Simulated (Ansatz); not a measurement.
Born–Oppenheimer molecular dynamics of a periodic cell of 16 atoms, Li (start crystal Li, start structure bcc, volume 1.15 times the crystal's). It starts from a structure without forces on its atoms.

Method: DFT PBEsol, scalar-relativistic, plane waves, PAW in Ansatz 0.2.0. Settings: cutoff 420 eV, k mesh 2x2x2, fermi-dirac smearing 0.16 eV, no spin polarisation.

```json
{"ensemble": "NVT, Langevin thermostat", "time step": "1 fs", "steps asked": "250", "set temperature": "1800 K", "friction": "0.02 /fs", "seed": "370879"}
```

First frame:

```xyz
16
Lattice="7.3129 0.0000 0.0000 0.0000 7.3129 0.0000 0.0000 0.0000 7.3129" Properties=species:S:1:pos:R:3
Li 0.000 0.000 0.000
Li 3.656 0.000 0.000
Li 0.000 3.656 0.000
Li 0.000 0.000 3.656
Li 1.828 1.828 1.828
Li 3.656 3.656 0.000
Li 3.656 0.000 3.656
Li 5.485 1.828 1.828
Li 0.000 3.656 3.656
Li 1.828 5.485 1.828
Li 1.828 1.828 5.485
Li 3.656 3.656 3.656
Li 5.485 5.485 1.828
Li 5.485 1.828 5.485
Li 1.828 5.485 5.485
Li 5.485 5.485 5.485
```

(1) What does the run give?

(2) What happens to the structure?

(3) How do temperature and energy run in time?

## Answers

(1) All steps were run.

```json
{"steps done": "250", "time covered": "250 fs", "mean temperature over the second half": "1692 K", "spread of the potential energy over the second half": "30.3 meV per atom", "mean potential energy of the second half above the start": "228.4 meV per atom"}
```

A run of 0.25 ps of so small a system gives no equilibrium averages. Limits of this set-up: coarse k mesh.

(2) Mean squared displacements from the first frame to the last, about the centre of mass: Li 1.67 Å². The details hang on the random start.

(3) 
| time (fs) | T (K) | potential energy less start (eV) |
| --- | --- | --- |
| 0.0 | 1688 | 0.000 |
| 20.0 | 1075 | 1.133 |
| 40.0 | 1446 | 1.773 |
| 60.0 | 1122 | 2.200 |
| 80.0 | 1509 | 2.055 |
| 100.0 | 1914 | 2.477 |
| 120.0 | 1144 | 3.594 |
| 140.0 | 1750 | 3.517 |
| 160.0 | 1339 | 4.730 |
| 180.0 | 1702 | 3.763 |
| 200.0 | 1735 | 3.039 |
| 220.0 | 1414 | 3.772 |
| 240.0 | 1885 | 3.194 |

The run took 18 min on 1 thread of Arm Neoverse V1, on a shared host, peak memory 0.53 GiB.
